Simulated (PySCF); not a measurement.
# BrF₂HSi: NMR shieldings

Aim: compute the NMR shieldings of BrF₂HSi (`F[SiH](F)Br`).

Programs: PySCF 2.14.0, with routines of our own; each step states its level. All values are computed. Atoms count from 0.

## 1. The starting structure

5 atoms, charge 0, multiplicity 1; geometry from: GFN2-xTB.

## 2. NMR shieldings: PBE0/pcSseg-1 Br:us-x2c-TZVPall-2c, spin–orbit

Job settings and geometry (Å):

```
{"job": {"kind": "hnmr", "xc": "PBE0", "basis": {"default": "pcSseg-1", "Br": "us-x2c-TZVPall-2c"}, "rel": "so"}, "charge": 0, "multiplicity": 1}
F     -0.680383     1.253572    -0.695840
Si    -0.110639    -0.000683     0.088241
F     -0.670135    -1.237407    -0.730320
Br     2.047504     0.009691    -0.119732
H     -0.577725    -0.022321     1.440466
```

Level: PBE0/pcSseg-1 Br:us-x2c-TZVPall-2c GIAO NMR shielding, X2C with spin-orbit coupling, screened-nuclear two-electron part, Gaussian nuclei, gas phase.

On the command line:

```bash
$ OMP_NUM_THREADS=1 python heavy_run.py task.json out
```

This one command runs all jobs of the session in turn.

The log of the run:

```text
spin-free SCF
coarse grid: 26816 points
cycle   1  E = -3096.2330307045  dE =  3.193e-01  |g| = 7.375e-01  |ddm| = 2.278e+00
cycle   2  E = -3096.1313210128  dE =  1.017e-01  |g| = 1.116e+00  |ddm| = 1.102e+00
cycle   3  E = -3096.3182104502  dE = -1.869e-01  |g| = 4.680e-02  |ddm| = 6.586e-01
cycle   4  E = -3096.3184838006  dE = -2.734e-04  |g| = 1.790e-02  |ddm| = 5.668e-02
cycle   5  E = -3096.3185541617  dE = -7.036e-05  |g| = 8.881e-03  |ddm| = 2.321e-02
cycle   6  E = -3096.3185661732  dE = -1.201e-05  |g| = 4.546e-04  |ddm| = 5.968e-03
cycle   7  E = -3096.3185662011  dE = -2.794e-08  |g| = 1.581e-04  |ddm| = 4.667e-04
final grid: 53584 points
cycle   8  E = -3096.3183873552  dE = -4.480e-08  |g| = 1.711e-04  |ddm| = 4.448e-04
cycle   9  E = -3096.3183873546  dE =  6.830e-10  |g| = 1.797e-04  |ddm| = 2.169e-04
cycle  10  E = -3096.3183873598  dE = -5.204e-09  |g| = 2.745e-05  |ddm| = 1.164e-04
converged SCF energy = -3096.3183873598
two-component SCF
cycle   1  E = -3096.2528986027  dE = -3.096e+03  |FDS-SDF| = 8.966e+00
cycle   2  E = -3096.3936591762  dE = -1.408e-01  |FDS-SDF| = 9.436e-02
cycle   3  E = -3096.3937593099  dE = -1.001e-04  |FDS-SDF| = 2.682e-03
cycle   4  E = -3096.3937630518  dE = -3.742e-06  |FDS-SDF| = 1.017e-03
cycle   5  E = -3096.3937633555  dE = -3.037e-07  |FDS-SDF| = 5.214e-04
cycle   6  E = -3096.3937634330  dE = -7.751e-08  |FDS-SDF| = 7.855e-05
cycle   7  E = -3096.3937634355  dE = -2.462e-09  |FDS-SDF| = 2.754e-05
converged, E = -3096.3937634355

Field gradients (au) and densities at the nuclei (bohr^-3)
atom        Vxx        Vyy        Vzz        centre      nuclear mean
  0 F     -0.6154    -0.6253     1.2407        407.134        407.133
  1 Si     0.2828     0.3476    -0.6305       1575.876       1575.856
  2 F     -0.6151    -0.6254     1.2405        407.134        407.133
  3 Br    -2.2384    -2.3539     4.5923      39257.838      39229.368
  4 H     -0.0882    -0.0891     0.1772          0.370          0.370
without picture change
  3 Br                           4.7416                     60005.007

Core orbital energies (eV)
atom   shell        mean    spread
  1 Si 1s        -1810.534   0.000
  1 Si 2s         -148.749   0.000
  1 Si 3s          -23.787   0.000
  1 Si 2p1/2      -103.271   0.000
  1 Si 2p3/2      -102.625   0.069
  3 Br 1s       -13366.420   0.000
  3 Br 2s        -1755.574   0.000
  3 Br 3s         -247.763   0.000
  3 Br 4s          -22.957   0.000
  3 Br 2p1/2     -1579.135   0.000
  3 Br 2p3/2     -1531.887   0.038
  3 Br 3p1/2      -186.038   0.000
  3 Br 3p3/2      -179.114   0.124
  3 Br 3d3/2       -72.087   0.146
  3 Br 3d5/2       -71.028   0.193

Shielding tensors (ppm)
atom      isotropic    diamagn.    paramagn.     s11        s22        s33       span
  0 F       296.47      468.23     -171.76     232.97     298.37     358.05     125.08
  1 Si      372.81      861.59     -488.78     345.33     375.61     397.48      52.16
  2 F       296.40      468.24     -171.84     232.88     298.41     357.91     125.04
  3 Br     2807.45     2989.53     -182.09    2554.64    2639.49    3228.20     673.56
  4 H        25.76       27.79       -2.03      21.24      22.50      33.53      12.29
```

Wall time 68 s (1 thread of Arm Neoverse N1, shared host); peak memory 0.89 GiB.

Key values:

```
                       quantity       value
energy from spin-orbit coupling  -0.0754 Eh
```

## 3. NMR shieldings: PBE0/pcSseg-1 Br:us-x2c-TZVPall-2c, spin-free

Job settings and geometry (Å):

```
{"job": {"kind": "hnmr", "xc": "PBE0", "basis": {"default": "pcSseg-1", "Br": "us-x2c-TZVPall-2c"}, "rel": "sf"}, "charge": 0, "multiplicity": 1}
F     -0.680383     1.253572    -0.695840
Si    -0.110639    -0.000683     0.088241
F     -0.670135    -1.237407    -0.730320
Br     2.047504     0.009691    -0.119732
H     -0.577725    -0.022321     1.440466
```

Method: PBE0/pcSseg-1 Br:us-x2c-TZVPall-2c GIAO NMR shielding, spin-free X2C, Gaussian nuclei, gas phase.

The log of the run:

```text
spin-free SCF
coarse grid: 26816 points
cycle   1  E = -3096.2330307045  dE =  3.193e-01  |g| = 7.375e-01  |ddm| = 2.278e+00
cycle   2  E = -3096.1313210128  dE =  1.017e-01  |g| = 1.116e+00  |ddm| = 1.102e+00
cycle   3  E = -3096.3182104502  dE = -1.869e-01  |g| = 4.680e-02  |ddm| = 6.586e-01
cycle   4  E = -3096.3184838006  dE = -2.734e-04  |g| = 1.790e-02  |ddm| = 5.668e-02
cycle   5  E = -3096.3185541617  dE = -7.036e-05  |g| = 8.881e-03  |ddm| = 2.321e-02
cycle   6  E = -3096.3185661732  dE = -1.201e-05  |g| = 4.546e-04  |ddm| = 5.968e-03
cycle   7  E = -3096.3185662011  dE = -2.794e-08  |g| = 1.581e-04  |ddm| = 4.667e-04
final grid: 53584 points
cycle   8  E = -3096.3183873552  dE = -4.480e-08  |g| = 1.711e-04  |ddm| = 4.448e-04
cycle   9  E = -3096.3183873546  dE =  6.830e-10  |g| = 1.797e-04  |ddm| = 2.169e-04
cycle  10  E = -3096.3183873598  dE = -5.204e-09  |g| = 2.745e-05  |ddm| = 1.164e-04
converged SCF energy = -3096.3183873598
check of the scalar solution
cycle   1  E = -3096.3183873598  dE = -3.096e+03  |FDS-SDF| = 2.745e-05
cycle   2  E = -3096.3183873597  dE =  4.911e-11  |FDS-SDF| = 3.384e-05
converged, E = -3096.3183873597

Field gradients (au) and densities at the nuclei (bohr^-3)
atom        Vxx        Vyy        Vzz        centre      nuclear mean
  0 F     -0.6155    -0.6253     1.2409        407.134        407.133
  1 Si     0.2835     0.3473    -0.6308       1575.878       1575.859
  2 F     -0.6152    -0.6255     1.2407        407.134        407.133
  3 Br    -2.2394    -2.3550     4.5944      39255.177      39226.707
  4 H     -0.0882    -0.0891     0.1772          0.370          0.370
without picture change
  3 Br                           4.7455                     60005.547

Core orbital energies (eV)
atom   shell        mean    spread
  1 Si 1s        -1810.537   0.000
  1 Si 2s         -148.752   0.000
  1 Si 3s          -23.782   0.000
  1 Si 2p         -102.843   0.108
  3 Br 1s       -13366.619   0.000
  3 Br 2s        -1755.610   0.000
  3 Br 3s         -247.769   0.000
  3 Br 4s          -22.958   0.000
  3 Br 2p        -1547.385   0.057
  3 Br 3p         -181.384   0.189
  3 Br 3d          -71.454   0.218

Shielding tensors (ppm)
atom      isotropic    diamagn.    paramagn.     s11        s22        s33       span
  0 F       293.82      468.17     -174.35     230.79     293.68     356.98     126.19
  1 Si      364.25      871.68     -507.43     333.16     358.22     401.37      68.21
  2 F       293.76      468.18     -174.42     230.70     293.72     356.84     126.14
  3 Br     2517.71     3138.64     -620.92    2238.61    2328.29    2986.24     747.63
  4 H        26.32       27.79       -1.47      21.76      23.44      33.77      12.02
```

Wall time 21 s (1 thread of Arm Neoverse N1, shared host); peak memory 0.82 GiB.

## 4. Shieldings side by side

```
                                                   run     Br3    Si1     F0     F2    H4  time
step 2, PBE0/pcSseg-1 Br:us-x2c-TZVPall-2c, spin–orbit  2807.4  372.8  296.5  296.4  25.8  68 s
 step 3, PBE0/pcSseg-1 Br:us-x2c-TZVPall-2c, spin-free  2517.7  364.3  293.8  293.8  26.3  21 s
```

## 5. What came out

| quantity | value |
| --- | --- |
| energy from spin-orbit coupling (step 2, PBE0/pcSseg-1 Br:us-x2c-TZVPall-2c, spin–orbit) | -0.0754 Eh |
| shieldings (step 2, PBE0/pcSseg-1 Br:us-x2c-TZVPall-2c, spin–orbit) | F0 296.5, Si1 372.8, F2 296.4, Br3 2807.4, H4 25.8 ppm |
| shieldings (step 3, PBE0/pcSseg-1 Br:us-x2c-TZVPall-2c, spin-free) | F0 293.8, Si1 364.3, F2 293.8, Br3 2517.7, H4 26.3 ppm |

**Reading.** In step 2, Br3 has the widest tensor, 674 ppm. Br3 moves most between the runs, by 290 ppm; the labels say what changes from run to run.
